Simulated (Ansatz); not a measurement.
Crystal: GdO.

```xyz
2
Lattice="0.0000 2.7000 2.7000 2.7000 0.0000 2.7000 2.7000 2.7000 0.0000" Properties=species:S:1:pos:R:3 pbc="T T T"
Gd    0.0000    0.0000    0.0000
O     1.3500    1.3500    1.3500
```

The cell comes from a database or a generator and needn't be the stable form of this composition.

| Quantity | Value |
| --- | --- |
| Program | Ansatz 0.2.0 |
| Task | relaxation of cell and atoms |
| Functional | HSE03 |
| Potentials or basis | Ansatz PAW |
| Cutoff | 420 eV (not typed: the program's choice for these potentials) |
| k mesh | 5 × 5 × 5 |
| Occupations | fermi-dirac, width 0.05 eV |
| Spin | collinear spin, ferromagnetic start |
| Starting moments | [7.0, 0.0] μB |

At the start: volume 19.68 Å³/atom.

Question: How do energy, volume and symmetry change on relaxing?

Answer: It ends after 6 steps and the volume is 19.28 Å³/atom (-2.1 %); space group F-43m (No. 216, to 0.05 Å); moment 7.98 μB per cell.

Step by step:
```
step  energy change (eV)  largest force (eV/Å)  volume (Å³)
   1              0.0000                0.0000        39.37
   2             -0.0046                0.0000        38.00
   3             -0.0067                0.0000        38.59
   4             -0.0058                0.0000        38.59
   5             -0.0058                0.0000        38.55
   6             -0.0057                0.0000        38.55
```

Final structure:
```cif
data_structure
_symmetry_space_group_name_H-M 'P 1'
_symmetry_Int_Tables_number 1
_cell_length_a 3.7918
_cell_length_b 3.7918
_cell_length_c 3.7918
_cell_angle_alpha 60.000
_cell_angle_beta 60.000
_cell_angle_gamma 60.000
_cell_volume 38.55
loop_
_atom_site_label
_atom_site_type_symbol
_atom_site_fract_x
_atom_site_fract_y
_atom_site_fract_z
_atom_site_occupancy
Gd1 Gd 0.00000 0.00000 0.00000 1
O1 O 0.25000 0.25000 0.25000 1
```

Caveat: the k mesh is coarse (spacing up to 0.40 Å⁻¹), so the values aren't converged, least of all with exact exchange; the magnetic or orbital state may not be the lowest; the plane-wave basis is chosen anew once the cell has moved, so the energies of steps on either side of that aren't comparable; a cell with one magnetic atom can't hold antiferromagnetic order, which such compounds often take; the PAW data sets come from PBE, with cores solved anew for the run's functional, which leaves a small shift of forces and pressure.
